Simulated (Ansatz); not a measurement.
**C4H10BN: a dynamics run in two tries**

Wanted: a short trajectory, and a check that the input is sound. SMILES of the start: CCC1(C)BN1.

Method: UKS PBE0/STO-3G, in Ansatz 0.2.0.

### 1 Starting point

Bond lengths (14 of 16 bonds, heavy atoms first): C1–C2 1.547 Å, C2–C3 1.550 Å, C3–C4 1.543 Å, C3–B5 1.575 Å, C3–N6 1.485 Å, B5–N6 1.344 Å, C1–H7 1.098 Å, C1–H8 1.097 Å, C1–H9 1.098 Å, C2–H10 1.101 Å, C2–H11 1.101 Å, C4–H12 1.098 Å, C4–H13 1.099 Å, C4–H14 1.097 Å. Angles (14 of 30 angles, heavy atoms first): C1–C2–C3 114.1°, C2–C3–C4 113.9°, C2–C3–B5 121.3°, C2–C3–N6 116.4°, C4–C3–B5 121.7°, C4–C3–N6 116.5°, B5–C3–N6 52.0°, C3–B5–N6 60.6°, C3–N6–B5 67.4°, C1–C2–H10 108.8°, C1–C2–H11 109.2°, C3–C2–H10 109.1°, C3–C2–H11 108.3°, C2–C1–H7 110.7°.

As a file:

```xyz
16

C     0.5742   -1.8458    0.1644
C     0.8846   -0.3937    0.5979
C    -0.1293    0.6540    0.0704
C    -0.1280    0.8073   -1.4652
B    -0.7167    1.7710    1.0125
N    -1.4559    0.6823    0.7382
H    -0.4255   -2.1471    0.5028
H     0.6138   -1.9509   -0.9266
H     1.3050   -2.5393    0.6003
H     0.9094   -0.3485    1.6972
H     1.8874   -0.1145    0.2386
H     0.8682    1.1190   -1.8060
H    -0.3785   -0.1360   -1.9704
H    -0.8523    1.5684   -1.7814
H    -0.6857    2.7805    1.5866
H    -2.2933    0.0710    0.7849
```

### 2 First try

input.yaml

```yaml
crystal:
  periodic: [false, false, false]
  atoms:
    - { symbol: C, position_ang: [0.574243, -1.84582, 0.164412] }
    - { symbol: C, position_ang: [0.884593, -0.3937, 0.597875] }
    - { symbol: C, position_ang: [-0.129311, 0.653961, 0.070431] }
    - { symbol: C, position_ang: [-0.128046, 0.807349, -1.465216] }
    - { symbol: B, position_ang: [-0.716707, 1.770984, 1.0125] }
    - { symbol: "N", position_ang: [-1.455859, 0.682286, 0.738174] }
    - { symbol: H, position_ang: [-0.425544, -2.147105, 0.502816] }
    - { symbol: H, position_ang: [0.61378, -1.950945, -0.926596] }
    - { symbol: H, position_ang: [1.304969, -2.539293, 0.600302] }
    - { symbol: H, position_ang: [0.909439, -0.348517, 1.697212] }
    - { symbol: H, position_ang: [1.887376, -0.114512, 0.238643] }
    - { symbol: H, position_ang: [0.86821, 1.11904, -1.805999] }
    - { symbol: H, position_ang: [-0.378518, -0.136015, -1.970369] }
    - { symbol: H, position_ang: [-0.852342, 1.56839, -1.781413] }
    - { symbol: H, position_ang: [-0.68575, 2.780514, 1.586573] }
    - { symbol: H, position_ang: [-2.293333, 0.070982, 0.784855] }
magnetization:
  spin_polarized: true
basis:
  gaussian: { orbitals: STO-3G }
hamiltonian:
  xc: pbe0
md:
  timestep: 0.25
  n_steps: 25
  ensemble: nvt_langevin
  temperature: 2000.0
  initial_velocities: maxwell_boltzmann
  seed: 38534
  friction: 0.005
  temperature_schedule: [{ n_steps: 500, end_temperature: 100.0 }]
```

On the command line:

```
$ ansatz run input.yaml --threads 1 --pin off --max-ram 2048MiB --backend cpu --events-out ev --progress --plain --runs-dir out
```

Q: Predict the outcome of this session. Wanted: first try.

**Answer**, as computed:

| quantity | value |
| --- | --- |
| first try | refused |
| cause | the schedule's stages add up to more steps than the run has |

**Reading.** The fault in the first input was caught at the input check and cost nothing.
